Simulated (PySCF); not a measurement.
# OsS₂⁻: doublet, from a linear start

Aim: relax OsS₂⁻ as a doublet from a linear start, check by its vibrations whether the end is a minimum, and collect its spectrum and constants.

Program: PySCF 2.14.0. Level of theory: PBE0, basis Os def2-SVPD with ECP60, S def2-SVPD, scalar-relativistic core potentials, no spin–orbit coupling, density fitting. These are calculated values, not measurements.

## Step 1: Where the work starts

3 atoms, charge -1, spin multiplicity 2.

Bond lengths: Os1–S2 2.100 Å, Os1–S3 2.100 Å. Angles: S2–Os1–S3 180.0°.

```xyz
3
charge -1 multiplicity 2
Os    0.0000    0.0000    0.0000
S     0.0000    0.0000    2.1000
S     0.0000    0.0000   -2.1000
```

## Step 2: Relaxation: linear start, doublet

The steps below are one call of a driver around PySCF. For each, scf.py gives the equivalent set-up of the SCF; relaxations use the driver's own optimiser. Before each start the driver seeks the lowest SCF state from one or more starting densities and follows internal instabilities, so scf.py alone need not reach the same state.

The program finds D∞h symmetry in the start, which this walk keeps. The walk stops when the largest gradient is under 0.0003 Eh/bohr and the energy has settled too.

Contents of scf.py:

```python
from pyscf import gto, scf, dft
mol = gto.M(atom='''
Os     0.000000     0.000000     0.000000
S      0.000000     0.000000     2.100000
S      0.000000     0.000000    -2.100000''',
    basis={'Os': 'def2-SVPD', 'S': 'def2-SVPD'},
    ecp={'Os': 'def2-SVPD'},
    charge=-1, spin=1)
mf = dft.UKS(mol, xc='PBE0')
mf.grids.atom_grid = (50, 194)
aux = {'Os': 'def2-universal-JKFIT', 'S': 'def2-universal-JKFIT'}
mf = mf.density_fit(auxbasis=aux)
mf.kernel()
```

The optimiser's trace:

| step | energy (Eh) | change (kJ/mol) | largest symmetric gradient (Eh/bohr) |
| --- | --- | --- | --- |
| 0 | -886.631394 | 0.00 | 0.02186 |
| 1 | -886.632757 | -3.58 | 0.00383 |
| 2 | -886.632807 | -3.71 | 0.00032 |
| 3 | -886.632808 | -3.71 | 0.00001 |

The walk needed 10 s of wall time on 4 threads, shared host.

It settles in D∞h symmetry, 3.7 kJ/mol below the start, after 3 steps: Os–S 2.135 Å (×2); S–Os–S 180.0°.

## Step 3: Frequencies

The point is checked on the finer grid, and tightened if its gradient asks for it. The Hessian and the dipole derivatives come from central differences of analytic gradients, with steps of 0.01 bohr.

scf.py: that of step 2 with these lines changed.

```diff
@@ -4,2 +4,2 @@
-S      0.000000     0.000000     2.100000
-S      0.000000     0.000000    -2.100000''',
+S      0.000000     0.000000     2.135287
+S      0.000000    -0.000000    -2.135287''',
@@ -10 +10 @@
-mf.grids.atom_grid = (50, 194)
+mf.grids.atom_grid = (75, 302)
```

This SCF starts from the last density.

Log of the central SCF (cycles and frontier levels):

```text
init E= -886.632780752009
[... the frontier-level lines of each cycle are left out ...]
cycle= 1 E= -886.6327807508  delta_E= 1.21e-09  |g|= 4.57e-05  |ddm|= 6.69e-05
cycle= 2 E= -886.632780737534  delta_E= 1.33e-08  |g|= 0.000152  |ddm|= 0.000218
cycle= 3 E= -886.632780752121  delta_E= -1.46e-08  |g|= 5.2e-06  |ddm|= 0.000166
cycle= 4 E= -886.632780752141  delta_E= -2.07e-11  |g|= 7.93e-07  |ddm|= 6.25e-06
Extra cycle  E= -886.63278075214  delta_E= 9.09e-13  |g|= 1.82e-06  |ddm|= 3.4e-06
converged SCF energy = -886.63278075214  <S^2> = 0.77829286  2S+1 = 2.0280955
```

The whole step took 21 s.

Geometry: D∞h; Os–S 2.135 Å (×2); S–Os–S 180.0°.

Modes, for the most abundant isotopes:

```tsv
symmetry	ω (cm⁻¹)	IR (km/mol)	type
πu	54i	4.2	bend
σu+	483	216	stretch
σg+	498	0.0	stretch
```

2 modes are imaginary, the largest at 54i cm⁻¹: a saddle point, not a minimum.

Properties at this point:

```
Dipole moment about the centre of mass                          : 0.00 D
Highest occupied level                                          : -1.58 eV
Lowest empty level                                              : 1.34 eV
Rotational constants                                            : 0.05782 cm⁻¹
Zero-point energy (real modes)                                  : 5.9 kJ/mol
Principal polarisabilities                                      : 73.9, 73.9, 183.6 bohr³
Principal traceless quadrupole moments about the centre of mass : -17.24, 8.62, 8.62 D Å
Spin squared ⟨S²⟩                                               : 0.778
```

Charges (e) and bond orders:

```json
{"atom": "Os1", "Mulliken": "0.32", "Löwdin": "-0.27", "polar tensor": "0.55", "spin (Mulliken)": "1.29", "Mayer order to Os1": "–"}
{"atom": "S2,3", "Mulliken": "-0.66", "Löwdin": "-0.36", "polar tensor": "-0.78", "spin (Mulliken)": "-0.14", "Mayer order to Os1": "1.57"}
```

Mulliken populations on Os1 (outside its core potential): s 3.24, p 6.07, d 6.33, f 0.04.

## Step 4: Leaving the saddle point

The atoms are moved a little along the softest imaginary mode and relaxed again.

The program finds C2v symmetry in the start, which this walk keeps. Threshold on the gradient: 0.0003 Eh/bohr, with a further test on the energy change.

scf.py: that of step 3 with these lines changed.

```diff
@@ -3,3 +3,3 @@
-Os     0.000000     0.000000     0.000000
-S      0.000000     0.000000     2.135287
-S      0.000000    -0.000000    -2.135287''',
+Os     0.008140     0.082879    -0.000000
+S     -0.024435    -0.248803     2.135287
+S     -0.024435    -0.248803    -2.135287''',
@@ -10 +10 @@
-mf.grids.atom_grid = (75, 302)
+mf.grids.atom_grid = (50, 194)
```

The optimiser's trace:

| step | energy (Eh) | change (kJ/mol) | largest symmetric gradient (Eh/bohr) |
| --- | --- | --- | --- |
| 0 | -886.632607 | 0.00 | 0.01621 |
| 1 | -886.633590 | -2.58 | 0.00230 |
| 2 | -886.633645 | -2.73 | 0.00142 |
| 3 | -886.633741 | -2.98 | 0.00273 |
| 4 | -886.633820 | -3.18 | 0.00408 |
| 5 | -886.633880 | -3.34 | 0.00244 |
| 6 | -886.633902 | -3.40 | 0.00012 |
| 7 | -886.633902 | -3.40 | 0.00007 |

The walk took 24 s.

It settles in C2v symmetry, 3.4 kJ/mol below the start, after 7 steps: Os–S 2.125 Å (×2); S–Os–S 153.2°.

## Step 5: Is it a minimum? Harmonic modes

The same treatment as at the point before.

scf.py: that of step 4 with these lines changed.

```diff
@@ -3,3 +3,3 @@
-Os     0.008140     0.082879    -0.000000
-S     -0.024435    -0.248803     2.135287
-S     -0.024435    -0.248803    -2.135287''',
+Os     0.011308     0.115143    -0.000000
+S     -0.035792    -0.364438     2.069396
+S     -0.035792    -0.364438    -2.069396''',
@@ -10 +10 @@
-mf.grids.atom_grid = (50, 194)
+mf.grids.atom_grid = (75, 302)
```

SCF at the final geometry:

```text
init E= -886.633890454735
[... the frontier-level lines of each cycle are left out ...]
cycle= 1 E= -886.633890455829  delta_E= -1.09e-09  |g|= 9.98e-06  |ddm|= 6.95e-05
cycle= 2 E= -886.633890456908  delta_E= -1.08e-09  |g|= 1.23e-05  |ddm|= 7.01e-05
cycle= 3 E= -886.633890457185  delta_E= -2.77e-10  |g|= 9.75e-06  |ddm|= 1.7e-05
cycle= 4 E= -886.633890452552  delta_E= 4.63e-09  |g|= 9.87e-06  |ddm|= 0.000293
cycle= 5 E= -886.633890457044  delta_E= -4.49e-09  |g|= 9.79e-06  |ddm|= 0.000284
cycle= 6 E= -886.633890455527  delta_E= 1.52e-09  |g|= 9.76e-06  |ddm|= 9.61e-05
cycle= 7 E= -886.633890456263  delta_E= -7.37e-10  |g|= 9.78e-06  |ddm|= 4.69e-05
cycle= 8 E= -886.633890456587  delta_E= -3.24e-10  |g|= 9.76e-06  |ddm|= 2e-05
cycle= 9 E= -886.63389045658  delta_E= 7.28e-12  |g|= 9.76e-06  |ddm|= 2.11e-07
Extra cycle  E= -886.63389045769  delta_E= -1.11e-09  |g|= 9.91e-06  |ddm|= 6.97e-05
converged SCF energy = -886.63389045769  <S^2> = 0.77072395  2S+1 = 2.0206177
```

The whole step took 46 s.

Geometry: C2v; Os–S 2.125 Å (×2); S–Os–S 153.8°.

Modes, for the most abundant isotopes:

| ω (cm⁻¹) | IR (km/mol) |
| --- | --- |
| 71 | 1.3 |
| 491 | 195 |
| 504 | 4.3 |

No imaginary mode, so this is a minimum.

Here the density breaks the symmetry of the frame, and no labels are given.

Constants and moments:

```yaml
Dipole_moment_about_the_centre_of_mass: 0.68 D
Highest_occupied_level: -1.37 eV
Lowest_empty_level: 1.32 eV
Rotational_constants: 1.513, 0.06156, 0.05916 cm⁻¹
Zero-point_energy: 6.4 kJ/mol
Principal_polarisabilities: 73.9, 80.8, 174.6 bohr³
Principal_traceless_quadrupole_moments_about_the_centre_of_mass: -14.74, 6.34, 8.41 D Å
Entropy_at_298.15_K_and_1_bar_electronic_part_spin_only: 306.2 J/(mol K)
Heat_capacity_Cp_at_298.15_K: 52.0 J/(mol K)
Enthalpy_at_298.15_K_above_0_K: 13.18 kJ/mol
Rotational_symmetry_number: 2
Spin_squared_⟨S²⟩: 0.771
```

Populations by atom (charges in e):

| atom | Mulliken | Löwdin | polar tensor | spin (Mulliken) | Mayer order to Os1 |
| --- | --- | --- | --- | --- | --- |
| Os1 | 0.36 | -0.30 | 0.51 | 1.22 | – |
| S2,3 | -0.68 | -0.35 | -0.75 | -0.11 | 1.68 |

Outer orbital energies (eV). α occupied: -5.01, -4.85, -3.46, -3.33, -2.99, -2.40, -2.28, -1.79; empty: 1.32, 1.58, 4.21, 4.43. β occupied: -6.19, -4.74, -4.54, -3.33, -3.07, -3.02, -1.79, -1.37; empty: 1.73, 1.86, 1.95, 4.24.

Mulliken populations on Os1 (outside its core potential): s 3.09, p 6.14, d 6.37, f 0.04.

## Step 6: All stationary points

| spin | group | bonds | imaginary modes (cm⁻¹) | ΔE (kJ/mol) | with zero-point energy |
| --- | --- | --- | --- | --- | --- |
| doublet | C2v (density of lower symmetry) | Os–S 2.125 Å (×2) | none | 0.0 | 0.0 |
| doublet | D∞h | Os–S 2.135 Å (×2) | 54i, 54i | 2.9 | – |

## Step 7: Outcome

| quantity | value |
| --- | --- |
| minimum | doublet, C2v |
| geometry | Os–S 2.125 Å (×2); S–Os–S 153.8° |
| wavenumbers (cm⁻¹) | 71, 491, 504 |
| dipole moment (centre of mass) | 0.68 D |
| highest occupied, lowest empty level (either spin) | -1.37, 1.32 eV |
| polar-tensor charge of Os1 | +0.51 e |
| zero-point energy | 6.4 kJ/mol |
| entropy at 298.15 K | 306.2 J/(mol K) |
| ⟨S²⟩ | 0.771 |

What this shows: From D∞h at the start the molecule goes to a C2v minimum, after a stop at a second-order saddle point 2.9 kJ/mol higher, from which it was pushed off along an imaginary mode. The strongest infrared band lies at 491 cm⁻¹ (stretch). Most of the spin sits on Os1 (Mulliken spin 1.22, against 1 for the whole molecule). Other starts or spin states, not run here, may lie lower. The SCF density has lower symmetry than the nuclear frame. The soft modes, below some 90 cm⁻¹, carry numerical noise of tens of cm⁻¹, and the entropy with them. One determinant may miss the lowest occupation of an open d or f shell. With an element this heavy the missing spin–orbit coupling can shift these numbers.

The search up to here needed 1.9 min of wall time on 4 threads, shared host.
